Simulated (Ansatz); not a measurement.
This script drives the Python package of Ansatz (0.2.0).

The script, `cohesive_limg.py`:
```python
from collections import Counter
import warnings

import ansatz as az

PHASES = {
    "LiMg": (
        [(3.13622, 0.0, 0.0), (-1.56811, 2.71605, 0.0), (0.0, 0.0, 10.11723)],
        [
            ("Li", (2 / 3, 1 / 3, 0.62439)),
            ("Li", (1 / 3, 2 / 3, 0.37561)),
            ("Mg", (1 / 3, 2 / 3, 0.87078)),
            ("Mg", (2 / 3, 1 / 3, 0.12922)),
        ],
    ),
}


def build(vectors, sites):
    crystal = az.Crystal(lattice=az.Lattice.of(vectors))
    for symbol, position in sites:
        crystal = crystal.atom(symbol, position)
    return crystal


def counts(outcome):
    return Counter(site.symbol for site in outcome.lattice.sites)

UNPAIRED = {"Li": 1, "Mg": 0}  # unpaired electrons of the free atoms


def compute(name, crystal):
    calc = (
        crystal.calculation()
        .functional("pbesol")
        .basis(420)
        .scf(tolerance=1e-10)
        .kpoints(spacing=0.16)
        .occupations("gaussian", width=0.02)
    )
    if name.endswith(" atom"):
        calc = calc.kpoints(1, 1, 1).occupations("fermi_dirac", width=0.01)
        if UNPAIRED[name.split()[0]]:
            calc = calc.spin("collinear")
        return calc.run(threads=1, backend="cpu")
    calc = calc.relax(force_tolerance=0.01, max_steps=40, cell=True)
    return calc.run(threads=1, backend="cpu")


def main() -> None:
    warnings.simplefilter("ignore", az.DeckWarning)

    phases = {name: build(*cell) for name, cell in PHASES.items()}
    for element, moment in UNPAIRED.items():
        phases[f"{element} atom"] = az.Lattice.orthorhombic(10.0, 10.5, 11.0).atom(element, (0.5, 0.5, 0.5), moment=moment or None)

    done = {name: compute(name, crystal) for name, crystal in phases.items()}

    for element in UNPAIRED:
        atom = done[f"{element} atom"].report
        print(f"{element} atom: {atom['energy_sigma0_ev']:.4f} eV, moment {atom['magnetization_mub']:.2f} muB")
    solid = done["LiMg"]
    n = counts(solid)
    binding = (sum(k * done[f"{e} atom"].report["energy_sigma0_ev"] for e, k in n.items()) - solid.report["energy_sigma0_ev"]) / sum(n.values())
    print(f"cohesive energy {binding:.3f} eV/atom = {96.4853 * binding:.0f} kJ/mol of atoms (no zero-point energy)")


if __name__ == "__main__":
    main()
```

It is started by `python cohesive_limg.py`. How long does it take on 1 thread of Arm Neoverse V1, with other jobs on the host, and how much memory does it need?

It took about 84 s, with a peak of 0.85 GiB, for 3 runs of the engine.

```console
$ python cohesive_limg.py
Li atom: -201.3324 eV, moment 1.00 muB
Mg atom: -1910.3430 eV, moment 0.00 muB
cohesive energy 1.708 eV/atom = 165 kJ/mol of atoms (no zero-point energy)
```

What to keep in mind:
- Absolute energies stand on the zero of these potentials, so only differences at equal settings mean something.
- Other magnetic orders than the one started from may lie lower.
- For the metals among these phases the mesh is modest: differences between phases can be off by up to 40 meV an atom.
- The cells come from databases of deposited and of computed structures, and not all need be stable phases.
- Free atoms in a box carry small image and symmetry errors, and spin-orbit coupling is left out.
- The script silences the warnings on its input, which a real study should read.
